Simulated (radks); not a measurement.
# Spin polarisation of the 6p shell in Bi

One table from this session's results is given with a row withheld; the runs are named, their logs left out.

Method: scalar-relativistic Kohn-Sham, r2SCAN, spin-polarised, spherical densities, finite nucleus. Code: radks (a radial shooting solver on a logarithmic mesh, Libxc functionals) version 1.

## The atom as given

| Item | Value |
| --- | --- |
| element | bismuth (Z = 83) |
| charge | 0 |
| electrons | 83 |
| configuration | [Hg] 6p(up 1.5, down 1.5) |
| nuclear rms radius | 5.5211 fm |

A shell typed twice in an input gives spin up, then spin down.

Set-up of the first run:

The run's settings:

```text
Z 83
configuration [Hg] 6p1.5 6p1.5
relativity scalar-relativistic
functional r2scan,r2scan
spin polarised
nucleus finite rms 5.5211 fm
c 137.035999084
```

Among the steps run: No moment.

One of the session's tables, all rows but one given; the rest of the session is left out.

It belongs to the step «No moment». From the orbitals of this run (lengths in bohr):

```
level     <r>  outermost maximum (interpolated)  90 % within  nodes
   4p  0.4022                             0.376        0.582      2
   4d  0.4223                             0.381        0.628      1
   5s  0.8338                             0.772         1.19      4
   4f  0.4411                             0.343        0.697      0
   5p  0.9496                             0.860         1.37      3
   5d       ?                                 ?            ?      ?
   6s   2.192                              1.88         3.22      5
   6p   3.028                              2.45         4.59      4
```

Q: Estimate the row for 5d from the others.

As computed: <r>: 1.233; outermost maximum (interpolated): 1.03; 90 % within: 1.86; nodes: 2. In the column «<r>» it lies between 5p (0.9496) and 6s (2.192).
